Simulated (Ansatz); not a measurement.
**BaY in Ansatz: convergence with k mesh**

Input of the first run (k mesh 2 × 2 × 2); the others differ in this setting and in those tied to it:

Contents of input.yaml:

```yaml
crystal:
  lattice:
    - [4.2556898, 0.0, 0.0]
    - [0.0, 4.2556898, 0.0]
    - [0.0, 0.0, 4.47542265]
  atoms:
    - { symbol: Ba, position: [0.0, 0.0, 0.0] }
    - { symbol: "Y", position: [0.5, 0.5, 0.5] }
hamiltonian:
  xc: pbe
  pseudopotentials: { kind: nc }
kpoints:
  mp_grid: { grid: [2, 2, 2] }
scf:
  occupations: { method: gaussian, width: 0.05 }
output:
  forces: true
  stress: true
  eigenvalues: true
```

Potentials or basis: Ansatz NC.

The run is started by

```console
$ ansatz run input.yaml --threads 2 --pin off --max-ram 5632MiB --backend cpu --events-out ev --progress --plain --runs-dir out
```

The cell was built by a generator and needn't be a form met in nature.

Hardware: 2 threads of Arm Neoverse V2 (shared host).

**Question.** The values tried are 2 × 2 × 2, 3 × 3 × 3, 4 × 4 × 4, 5 × 5 × 5, 6 × 6 × 6, 7 × 7 × 7, 9 × 9 × 8, 10 × 10 × 10, loosest first. From which on does the pressure stay within 0.1 GPa of the tightest run that finished?

**Answer.** From 9 × 9 × 8 on.

| k mesh | energy less the tightest run, at zero smearing (meV/atom) | pressure (GPa) | SCF cycles | CPU time (s) | peak memory (GiB) |
| --- | --- | --- | --- | --- | --- |
| 2 × 2 × 2 | -270.39 | -0.06 | 8 | 1.5 | 0.33 |
| 3 × 3 × 3 | 31.28 | 0.70 | 9 | 1.7 | 0.33 |
| 4 × 4 × 4 | 29.53 | 1.75 | 7 | 3.6 | 0.37 |
| 5 × 5 × 5 | -10.79 | 1.30 | 7 | 3.6 | 0.38 |
| 6 × 6 × 6 | -11.06 | 1.22 | 7 | 7.7 | 0.42 |
| 7 × 7 × 7 | 1.21 | 1.17 | 8 | 8.9 | 0.42 |
| 9 × 9 × 8 | -1.24 | 1.28 | 7 | 15 | 0.5 |
| 10 × 10 × 10 | 0.00 | 1.28 | 7 | 24 | 0.61 |

Not settled before the last step: the energy (to 1 meV/atom). Meshes of other sizes hit other points, so gaps and Fermi surfaces needn't settle smoothly. The tightest run that finished is the yardstick and may itself not be fully converged.

The run has no spin-orbit coupling, so splittings on Ba are missing.
